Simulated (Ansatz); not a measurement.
The system is Ta3AsAu2O13.

```
CELL_PARAMETERS angstrom
5.72386 0.00000 0.00000
1.29464 6.25668 0.00000
0.26816 1.30982 8.36637
ATOMIC_POSITIONS crystal
Ta 0.21713 0.30521 0.58431
Ta 0.03325 0.11123 0.99855
Ta 0.58248 0.62145 0.50482
As 0.58707 0.89691 0.83049
Au 0.58004 0.09228 0.18613
Au 0.04485 0.82077 0.44682
O 0.66201 0.69726 0.71088
O 0.51632 0.13418 0.69625
O 0.85098 0.88773 0.91932
O 0.34466 0.87003 0.94651
O 0.73015 0.29240 0.03095
O 0.24622 0.21809 0.11075
O 0.12900 0.09398 0.49104
O 0.48032 0.38887 0.43499
O 0.05966 0.26685 0.78594
O 0.93330 0.53240 0.45645
O 0.49975 0.85161 0.34971
O 0.25256 0.62988 0.62473
O 0.91878 0.95175 0.22636
```

The cell was built by a generator and needn't be a form met in nature.

Base run:

- Program: Ansatz 0.2.0
- Functional: PBE
- Potentials or basis: Ansatz PAW
- Cutoff: 420 eV (not typed: the program's choice for these potentials)
- k mesh: 5 × 5 × 4
- Occupations: fermi-dirac, width 0.05 eV
- Spin: no spin polarisation

Its results: band gap on the k mesh 1.30 eV, indirect (least direct gap 1.36 eV); pressure 0.0 GPa; largest force 0.012 eV/Å.

Question: The run is repeated on the same cell with these changes: functional from PBE to r2SCAN; cutoff from 420 eV (not typed: the program's choice for these potentials) to 500 eV (not typed: the program's choice for these potentials). What comes out?

Answer: Band gap on the k mesh 1.55 eV, indirect (least direct gap 1.60 eV); pressure -4.7 GPa; largest force 0.645 eV/Å.

r2SCAN gives the wider gap, since meta-GGAs in the generalised Kohn-Sham scheme recover part of the derivative discontinuity.

Caveats: spin-orbit coupling is left out, which moves the levels of the heavy elements; odd divisions of the mesh miss points on the zone boundary, where band edges often lie, so the gap on the mesh can be too wide (some runs); the PAW data sets come from PBE, with cores solved anew for the run's functional, which leaves a small shift of forces and pressure (some runs).
